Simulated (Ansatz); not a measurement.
# FeB4 (Pnnm): SCF with some post-processing

Wanted for FeB4 (Pnnm): an SCF with some post-processing.

Program: Ansatz 0.2.0, driven from Python. Level of theory: DFT r2SCAN, plane waves, PAW. These are calculated values, not measurements.

### Step 1. The system

Symmetry: Pnnm, No. 58, orthorhombic system. The conventional cell has a = 4.579 Å, b = 5.298 Å, c = 2.999 Å, α = 90.00°, β = 90.00°, γ = 90.00°. Fe (site symmetry 2/m) has 12 B at 2.01 to 2.27 Å as nearest neighbours. Around B (site symmetry m) lie 4 B at 1.71 to 1.89 Å and 3 Fe at 2.01 to 2.14 Å. B (site symmetry m) is surrounded by 5 B at 1.71 to 1.98 Å and 3 Fe at 2.11 to 2.27 Å.

The script holds or builds the structure itself.

### Step 2. Script

The input, survey_feb4.py:

```python
from collections import Counter
from pathlib import Path
import json
import warnings

import ansatz as az
from ase import Atoms
from ase.data import atomic_numbers
from ase.io.cube import read_cube_data
from ase.units import Bohr
import numpy as np
import spglib

warnings.simplefilter('ignore', az.DeckWarning)

atoms = Atoms(
    ['Fe', 'Fe', 'B', 'B', 'B', 'B', 'B', 'B', 'B', 'B'],
    scaled_positions=[
        (0.0, 0.0, 0.0),
        (0.5, 0.5, 0.5),
        (0.2487, 0.3123, 0.0),
        (0.7513, 0.6877, 0.0),
        (0.7487, 0.1877, 0.5),
        (0.2513, 0.8123, 0.5),
        (0.3411, 0.1263, 0.5),
        (0.6589, 0.8737, 0.5),
        (0.8411, 0.3737, 0.0),
        (0.1589, 0.6263, 0.0),
    ],
    cell=[
        (4.5786, 0.0, 0.0),
        (0.0, 5.2981, 0.0),
        (0.0, 0.0, 2.9991),
    ],
    pbc=True,
)
atoms.set_initial_magnetic_moments([3.5, 3.5, 0.0, 0.0, 0.0, 0.0, 0.0, 0.0, 0.0, 0.0])
crystal = az.Crystal.from_ase(atoms)

calc = (
    crystal.calculation()
    .functional('r2SCAN')
    .basis(39 * az.Ry)
    .kpoints(7, 6, 10)
    .occupations('cold', width=0.1)
    .spin(az.SpinTreatment.COLLINEAR)
    .density_of_states(energy_step=0.1, projected=True)
    .density()
    .output_files(volumetric_format='cube')
)
res = calc.run(events_out='events.ndjson')
data = res.report
with open('events.ndjson') as stream:
    kinds = Counter(json.loads(line)['event'] for line in stream)
print('events:', {kind: kinds[kind] for kind in ('scf_iter', 'scf_done', 'notice', 'finished')})

print('%-22s %14.5f eV' % ('F = E - TS', data['free_energy_ev']))
print('%-22s %14.5f eV' % ('E', data['internal_energy_ev']))
print('%-22s %14.5f eV' % ('Harris-Foulkes', data['harris_foulkes_ev']))
print('%-22s %14.5f eV' % ('Fermi level', data['fermi_energy_ev']))

print('site moments (muB):', [round(m, 2) for m in data['site_moments_mub']])
print('electrons up, down:', [round(n, 3) for n in data['spin_occupation_sums']])

spg_cell = (res.lattice.cell_ang, [s.position_frac for s in res.lattice.sites], [atomic_numbers[s.symbol] for s in res.lattice.sites])
found = spglib.get_symmetry_dataset(spg_cell, symprec=1e-3)
print(found.international, found.number, 'point group', found.pointgroup)
for site, letter, group in zip(res.lattice.sites, found.wyckoffs, found.site_symmetry_symbols):
    print(f'  {site.symbol:2s} Wyckoff {letter}  site symmetry {group}')

dos = res.density_of_states()
energy = np.asarray(dos.energies_ev) - dos.fermi_ev
projected = res.projected_density_of_states()
step = energy[1] - energy[0]
for index, site in enumerate(projected.sites):
    for shell in site.shells:
        curve = sum(np.sum(part.g_bin_mean_per_ev, axis=0) for part in shell.curves)
        print(f'site {index} {site.species:2s} {shell.label:3s} filled {curve[energy <= 0].sum() * step:7.3f}  at E_F {np.interp(0, energy, curve):7.3f} /eV')

rho = res.density()
up, down = (channel.density_e_per_ang3 for channel in rho.channels)
voxel = rho.cell_volume_ang3 / up.size
print([str(channel.component) for channel in rho.channels], rho.dims)
print(f'integral of up - down {np.sum(up - down) * voxel:.4f}, of its modulus {np.sum(np.abs(up - down)) * voxel:.4f} muB on the grid')
print(f'spin density from {np.min(up - down):.4f} to {np.max(up - down):.4f} e/A^3')

folder = Path(res.write_results('cubes'))
print('\n'.join((folder / 'rho.cube').read_text().splitlines()[: 6 + 6]))
values, cube_atoms = read_cube_data(str(folder / 'rho.cube'))
print('electrons from the file:', round(values.mean() * cube_atoms.get_volume() / Bohr ** 3, 3))
```

### Step 3. What the engine is handed

The package turns the script's settings into the engine's input:

```yaml
crystal:
  lattice:
    - [4.5786, 0.0, 0.0]
    - [0.0, 5.2981, 0.0]
    - [0.0, 0.0, 2.9991]
  atoms:
    - { symbol: Fe, position: [0.0, 0.0, 0.0], spin: 3.5 }
    - { symbol: Fe, position: [0.5, 0.5, 0.5], spin: 3.5 }
    - { symbol: B, position: [0.2487, 0.3123, 0.0], spin: 0.0 }
    - { symbol: B, position: [0.7513, 0.6877, 0.0], spin: 0.0 }
    - { symbol: B, position: [0.7487, 0.1877, 0.5], spin: 0.0 }
    - { symbol: B, position: [0.2513, 0.8123, 0.5], spin: 0.0 }
    - { symbol: B, position: [0.3411, 0.1263, 0.5], spin: 0.0 }
    - { symbol: B, position: [0.6589, 0.8737, 0.5], spin: 0.0 }
    - { symbol: B, position: [0.8411, 0.3737, 0.0], spin: 0.0 }
    - { symbol: B, position: [0.1589, 0.6263, 0.0], spin: 0.0 }
basis:
  ecutwfc: 530.622031796766
kpoints:
  mp_grid:
    grid: [7, 6, 10]
hamiltonian:
  xc: r2scan
magnetization:
  spin_polarized: true
scf:
  occupations:
    method: cold
    width: 0.1
output:
  write_density: true
  volumetric_format: cube
  dos:
    de: 0.1
    projected: true
```

### Step 4. Launch

Run with:

```
$ python survey_feb4.py
```

Log:

```text
RunWarning: the starting moments were not kept: the SCF closed with an absolute magnetisation of 6.6e-1 μB, where they sum to 7 μB in size (2 sites). That is at most 0.1 of that sum. The system's moment may be that small; this SCF shows only that its start [...]
events: {'scf_iter': 21, 'scf_done': 1, 'notice': 5, 'finished': 1}
F = E - TS               -10225.09508 eV
E                        -10225.09371 eV
Harris-Foulkes           -10225.09508 eV
Fermi level                  14.45689 eV
site moments (muB): [0.2, 0.2, 0.02, 0.02, 0.02, 0.02, -0.01, -0.01, -0.01, -0.01]
electrons up, down: [28.254, 27.746]
Pnnm 58 point group mmm
  Fe Wyckoff a  site symmetry ..2/m
  Fe Wyckoff a  site symmetry ..2/m
  B  Wyckoff g  site symmetry ..m
  B  Wyckoff g  site symmetry ..m
  B  Wyckoff g  site symmetry ..m
  B  Wyckoff g  site symmetry ..m
  B  Wyckoff g  site symmetry ..m
  B  Wyckoff g  site symmetry ..m
  B  Wyckoff g  site symmetry ..m
  B  Wyckoff g  site symmetry ..m
site 0 Fe 3S  filled   1.953  at E_F   0.000 /eV
site 0 Fe 4S  filled   0.299  at E_F   0.002 /eV
site 0 Fe 3P  filled   5.990  at E_F   0.001 /eV
site 0 Fe 3D  filled   7.085  at E_F   0.774 /eV
site 1 Fe 3S  filled   1.953  at E_F   0.000 /eV
site 1 Fe 4S  filled   0.299  at E_F   0.002 /eV
site 1 Fe 3P  filled   5.990  at E_F   0.001 /eV
site 1 Fe 3D  filled   7.085  at E_F   0.774 /eV
site 2 B  2S  filled   0.741  at E_F   0.017 /eV
site 2 B  2P  filled   2.416  at E_F   0.229 /eV
site 3 B  2S  filled   0.741  at E_F   0.017 /eV
site 3 B  2P  filled   2.416  at E_F   0.229 /eV
site 4 B  2S  filled   0.741  at E_F   0.017 /eV
site 4 B  2P  filled   2.416  at E_F   0.229 /eV
site 5 B  2S  filled   0.741  at E_F   0.017 /eV
site 5 B  2P  filled   2.416  at E_F   0.229 /eV
site 6 B  2S  filled   0.687  at E_F   0.011 /eV
site 6 B  2P  filled   2.435  at E_F   0.097 /eV
site 7 B  2S  filled   0.687  at E_F   0.011 /eV
site 7 B  2P  filled   2.435  at E_F   0.097 /eV
site 8 B  2S  filled   0.687  at E_F   0.011 /eV
site 8 B  2P  filled   2.435  at E_F   0.097 /eV
site 9 B  2S  filled   0.687  at E_F   0.011 /eV
site 9 B  2P  filled   2.435  at E_F   0.097 /eV
['up', 'down'] (36, 40, 24)
integral of up - down 0.5087, of its modulus 0.6675 muB on the grid
spin density from -0.0235 to 0.5865 e/A^3
ansatz rho
values in e/bohr^3 (x slowest, z fastest)
   10    0.000000    0.000000    0.000000
   36    0.240342    0.000000    0.000000
   40    0.000000    0.250299    0.000000
   24    0.000000    0.000000    0.236145
   26   26.000000    0.000000    0.000000    0.000000
   26   26.000000    4.326150    5.005979    2.833739
    5    5.000000    2.151827    3.126734    0.000000
    5    5.000000    6.500473    6.885224    0.000000
    5    5.000000    6.477977    1.879245    2.833739
    5    5.000000    2.174323    8.132713    2.833739
electrons from the file: 56.0
```

(Warnings from the package without file and line, shortened.)

It took 3.5 min on 1 thread of Arm Neoverse V1, shared host; peak memory 1 GiB.

### Step 5. The run's own record

From the engine's report, whether the script printed it or not:

```
             item         value
SCF cycles in all            21
  k-points solved            96
      plane waves          2025
            bands            42
valence electrons            56
 free energy (eV)  -10225.09508
 Fermi level (eV)        14.457
```

### Step 6. What came out

| quantity | value |
| --- | --- |
| free energy | -10225.0951 eV (-1022.5095 eV/atom) |
| gap on the mesh | none |
| moment, net / absolute | 0.51 / 0.67 μB per cell |

The mesh shows no gap. What to keep in mind:
- The SCF didn't keep the moments it started from (some shrank, vanished or turned); what is printed is the state reached.
- Only differences from the Fermi energy are physical; the zero of the scale is a convention.
- Projections exist only for the shells that the potentials hold, some of them semicore, and samples at single energies can miss narrow peaks.
- r2SCAN tends to overestimate the moments of itinerant magnets.
- Grid values close to the nuclei reflect the PAW or pseudopotential construction, not the all-electron fields.
- The computed bands are complete only to about 7.0 eV above the Fermi level; beyond that the density of states is undercounted. The starting moments were not kept in at least one run, so it stands on a weaker or other magnetic state than the one typed.
